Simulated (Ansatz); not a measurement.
# CH3AlTe (SMILES [CH2]1[AlH][Te]1): functionals against CCSD(T) at one geometry

An exercise on one series of results from a longer session: the logs are not shown, and one member is left open.

Computed with Ansatz 0.2.0, Gaussian basis. Level: single points in def2-TZVPP.

Correlated methods freeze the cores. Filled d shells of the heavier atoms are correlated. Core potentials replace the inner electrons past krypton, and spin-orbit coupling is left out.

**Starting geometry**

6 atoms, charge 0, spin multiplicity 1.

Atoms are counted from 1 here; the program's logs count them from 0.

Bond lengths: C1–Al2 1.860 Å, C1–Te3 2.322 Å, C1–H4 1.173 Å, C1–H5 1.068 Å, Al2–Te3 2.431 Å, Al2–H6 1.511 Å. Angles: Al2–C1–Te3 70.1°, Al2–C1–H4 126.6°, Al2–C1–H5 125.6°, Te3–C1–H4 103.4°, Te3–C1–H5 106.8°, H4–C1–H5 107.3°, C1–Al2–Te3 63.9°, C1–Al2–H6 145.2°, Te3–Al2–H6 150.8°, C1–Te3–Al2 46.0°.

Coordinates:

```xyz
6
charge 0, multiplicity 1
C     0.1542   -0.7221   -0.2126
Al    0.0709    0.9266    0.6447
Te   -1.1927    0.7316   -1.4225
H    -0.5438   -1.6456   -0.0225
H     0.9321   -1.0429   -0.8709
H     0.4938    1.7151    1.8621
```

Set-up of the first run:

Input file run/in.yaml:

```yaml
crystal:
  periodic: [false, false, false]
  atoms:
    - {symbol: C, position_ang: [0.154200, -0.722100, -0.212600]}
    - {symbol: Al, position_ang: [0.070900, 0.926600, 0.644700]}
    - {symbol: Te, position_ang: [-1.192700, 0.731600, -1.422500]}
    - {symbol: H, position_ang: [-0.543800, -1.645600, -0.022500]}
    - {symbol: H, position_ang: [0.932100, -1.042900, -0.870900]}
    - {symbol: H, position_ang: [0.493800, 1.715100, 1.862100]}
basis:
  gaussian: {orbitals: def2-TZVPP}
correlation: {method: ccsd_t}
output: {forces: true}
```

No record of the launch command was kept for these runs.

Among the steps run: CCSD(T)/def2-TZVPP; PBE0-D4/def2-TZVPP; wB97M-V/def2-TZVPP; r2SCAN-D4/def2-TZVPP; PBE-D4/def2-TZVPP; CAM-B3LYP-D4/def2-TZVPP; B97M-V/def2-TZVPP.

One of the session's tables, all rows but one given; the rest of the session is left out.

| method | RMS force component (eV/Å) | angle to CCSD(T) forces (°) | dipole (D) |
| --- | --- | --- | --- |
| CCSD(T) | 1.026 | reference | 1.77 |
| PBE0-D4 | 1.000 | 6.8 | 1.80 |
| wB97M-V | 0.994 | 8.6 | 1.97 |
| r2SCAN-D4 | 0.983 | 5.3 | 1.79 |
| PBE-D4 | ? | ? | ? |
| CAM-B3LYP-D4 | 0.992 | 8.4 | 1.92 |
| B97M-V | 0.996 | 6.8 | 1.48 |

Estimate the missing values for PBE-D4.

**Answer.** RMS force component (eV/Å): 0.967; angle to CCSD(T) forces (°): 7.2; dipole (D): 1.55. In the column «RMS force component (eV/Å)» it is the lowest.
